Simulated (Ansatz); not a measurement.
# TiO2 (I4_1/amd): equation of state with a fit from a Python script

A script is to give an equation of state with a fit; the system is TiO2 (I4_1/amd).

Program: Ansatz 0.2.0 through its Python package. Level of theory: DFT PBE, plane waves, PAW. These are calculated values, not measurements.

## 1. Starting point

It takes space group I4_1/amd (No. 141, tetragonal). Conventional cell: a = 3.784 Å, b = 3.784 Å, c = 9.515 Å, α = 90.00°, β = 90.00°, γ = 90.00°. Ti (site symmetry -4m2) is surrounded by 6 O at 1.93 to 1.98 Å. O (site symmetry 2mm) is surrounded by 3 Ti at 1.93 to 1.98 Å.

No structure file is read: the coordinates are typed or built in the script.

## 2. The code

eos.py

```python
"""Bulk modulus of TiO2 from an E(V) curve."""

from dataclasses import dataclass

import ansatz as az
import numpy as np
from scipy.optimize import curve_fit


@dataclass
class RunConfig:
    functional: str = "pbe"
    smearing: str = "fixed"
    cutoff_ev: int = 500
    kmesh: tuple[int, ...] = (8, 8, 8)


opts = RunConfig()

VECTORS = np.array([
    [-1.8921, 1.8921, 4.7573],
    [1.8921, -1.8921, 4.7573],
    [1.8921, 1.8921, -4.7573],
])
SITES = [
    ("Ti", [0.0, 0.0, 0.0]),
    ("Ti", [0.75, 0.25, 0.5]),
    ("O", [0.2081, 0.2081, 0.0]),
    ("O", [0.9581, 0.4581, 0.5]),
    ("O", [0.5419, 0.0419, 0.5]),
    ("O", [0.7919, 0.7919, 0.0]),
]


def make_crystal(cell):
    crystal = az.Crystal(lattice=az.Lattice.of(cell))
    for symbol, position in SITES:
        crystal = crystal.atom(symbol, position)
    return crystal

def vinet(v, e0, v0, b0, b1):
    eta = (v / v0) ** (1 / 3)
    return e0 + 2 * b0 * v0 / (b1 - 1) ** 2 * (2 - (5 + 3 * b1 * (eta - 1) - 3 * eta) * np.exp(-1.5 * (b1 - 1) * (eta - 1)))

# scale the volume, keep shape and fractions
volumes, energies = [], []
for scale in np.linspace(0.92, 1.08, 7):
    cell = VECTORS * scale ** (1 / 3)
    base = (
        make_crystal(cell).calculation()
        .functional(opts.functional)
        .pseudopotentials("paw")
        .occupations(opts.smearing)
        .basis(opts.cutoff_ev)
        .kpoints(*opts.kmesh)
    )
    report = base.run().report
    volumes.append(abs(np.linalg.det(cell)) / len(SITES))
    energies.append(report["free_energy_ev"] / len(SITES))
    print(f"V = {volumes[-1]:8.4f} A^3/atom  F = {energies[-1]:.5f} eV/atom")

guess = (min(energies), volumes[int(np.argmin(energies))], 0.5, 4.5)
(e0, v0, b0, b1), _ = curve_fit(vinet, np.array(volumes), np.array(energies), p0=guess, maxfev=20000)
print(f"Vinet fit: V0 = {v0:.4f} A^3/atom, B0 = {160.21766 * b0:.1f} GPa, B1 = {b1:.2f}")
print("largest residual", round(1000 * float(np.abs(vinet(np.array(volumes), e0, v0, b0, b1) - energies).max()), 3), "meV/atom")
```

## 3. Launch

Started as:

```console
$ python eos.py
```

**Question.** Estimate the equilibrium volume and the bulk modulus.

The runs gave:

```
                      quantity           value
                 runs compared               7
               range of energy  93.48 meV/atom
lowest point, volume (Å³/atom)          11.657
      equilibrium volume (fit)   11.63 Å³/atom
            bulk modulus (fit)         207 GPa
```

In words: A third-order Birch-Murnaghan fit through the 7 points (the script's own form differs a little) has its minimum at 11.63 Å³ an atom, 2.4 % above the typed cell, with a bulk modulus of 207 GPa and dB/dP = 4.2. From that minimum the energy rises by 93.5 meV an atom on the compressed side and 20.3 meV on the expanded side. Reading the output:
- Spin is left out of this run.
- Shape and fractional positions are held along the curve, so the bulk modulus is an upper value where they are free to relax.
